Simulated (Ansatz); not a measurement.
# C16H34: the cost of one run

Program: Ansatz 0.2.0 (MP2, HF, Gaussian basis). Host: Intel Xeon 6975P-C (Granite Rapids), 96 cores, 190 hardware threads, 362 GiB; it was booked for these runs alone, one at a time. Each run is timed once from launch to exit, start-up included.

### Step 1. The system

A molecule of 50 atoms and 130 electrons, in the basis aug-cc-pvdz.

### Step 2. The reference run

Contents of input.yaml:

```yaml
crystal:
  periodic: [false, false, false]
  atoms:
    - { symbol: C, position_ang: [0.0000, 0.0000, 0.0000] }
    - { symbol: H, position_ang: [0.0000, -0.6351, 0.8924] }
    - { symbol: H, position_ang: [0.0000, -0.6351, -0.8924] }
    - { symbol: H, position_ang: [-0.9131, 0.6044, 0.0000] }
    - { symbol: C, position_ang: [1.2758, 0.8445, 0.0000] }
    - { symbol: H, position_ang: [1.2758, 1.4796, 0.8924] }
    - { symbol: H, position_ang: [1.2758, 1.4796, -0.8924] }
    - { symbol: C, position_ang: [2.5517, 0.0000, 0.0000] }
    - { symbol: H, position_ang: [2.5517, -0.6351, 0.8924] }
    - { symbol: H, position_ang: [2.5517, -0.6351, -0.8924] }
    - { symbol: C, position_ang: [3.8275, 0.8445, 0.0000] }
    - { symbol: H, position_ang: [3.8275, 1.4796, 0.8924] }
    - { symbol: H, position_ang: [3.8275, 1.4796, -0.8924] }
    - { symbol: C, position_ang: [5.1034, 0.0000, 0.0000] }
    - { symbol: H, position_ang: [5.1034, -0.6351, 0.8924] }
    - { symbol: H, position_ang: [5.1034, -0.6351, -0.8924] }
    - { symbol: C, position_ang: [6.3792, 0.8445, 0.0000] }
    - { symbol: H, position_ang: [6.3792, 1.4796, 0.8924] }
    - { symbol: H, position_ang: [6.3792, 1.4796, -0.8924] }
    - { symbol: C, position_ang: [7.6551, 0.0000, 0.0000] }
    - { symbol: H, position_ang: [7.6551, -0.6351, 0.8924] }
    - { symbol: H, position_ang: [7.6551, -0.6351, -0.8924] }
    - { symbol: C, position_ang: [8.9309, 0.8445, 0.0000] }
    - { symbol: H, position_ang: [8.9309, 1.4796, 0.8924] }
    - { symbol: H, position_ang: [8.9309, 1.4796, -0.8924] }
    - { symbol: C, position_ang: [10.2068, 0.0000, 0.0000] }
    - { symbol: H, position_ang: [10.2068, -0.6351, 0.8924] }
    - { symbol: H, position_ang: [10.2068, -0.6351, -0.8924] }
    - { symbol: C, position_ang: [11.4826, 0.8445, 0.0000] }
    - { symbol: H, position_ang: [11.4826, 1.4796, 0.8924] }
    - { symbol: H, position_ang: [11.4826, 1.4796, -0.8924] }
    - { symbol: C, position_ang: [12.7585, 0.0000, 0.0000] }
    - { symbol: H, position_ang: [12.7585, -0.6351, 0.8924] }
    - { symbol: H, position_ang: [12.7585, -0.6351, -0.8924] }
    - { symbol: C, position_ang: [14.0343, 0.8445, 0.0000] }
    - { symbol: H, position_ang: [14.0343, 1.4796, 0.8924] }
    - { symbol: H, position_ang: [14.0343, 1.4796, -0.8924] }
    - { symbol: C, position_ang: [15.3101, 0.0000, 0.0000] }
    - { symbol: H, position_ang: [15.3101, -0.6351, 0.8924] }
    - { symbol: H, position_ang: [15.3101, -0.6351, -0.8924] }
    - { symbol: C, position_ang: [16.5860, 0.8445, 0.0000] }
    - { symbol: H, position_ang: [16.5860, 1.4796, 0.8924] }
    - { symbol: H, position_ang: [16.5860, 1.4796, -0.8924] }
    - { symbol: C, position_ang: [17.8618, 0.0000, 0.0000] }
    - { symbol: H, position_ang: [17.8618, -0.6351, 0.8924] }
    - { symbol: H, position_ang: [17.8618, -0.6351, -0.8924] }
    - { symbol: C, position_ang: [19.1377, 0.8445, 0.0000] }
    - { symbol: H, position_ang: [19.1377, 1.4796, 0.8924] }
    - { symbol: H, position_ang: [19.1377, 1.4796, -0.8924] }
    - { symbol: H, position_ang: [20.0508, 0.2401, 0.0000] }
basis:
  gaussian: { orbitals: aug-cc-pvdz }
correlation: { method: mp2 }
```

On the command line:

```sh
$ ansatz run input.yaml --threads 96 --backend cpu --events-out ev --progress --plain --runs-dir out
```

Q: Estimate wall time and peak memory on 96 threads of Intel Xeon 6975P-C (Granite Rapids), host not shared.

About 11 s, with a peak of 10 GiB.
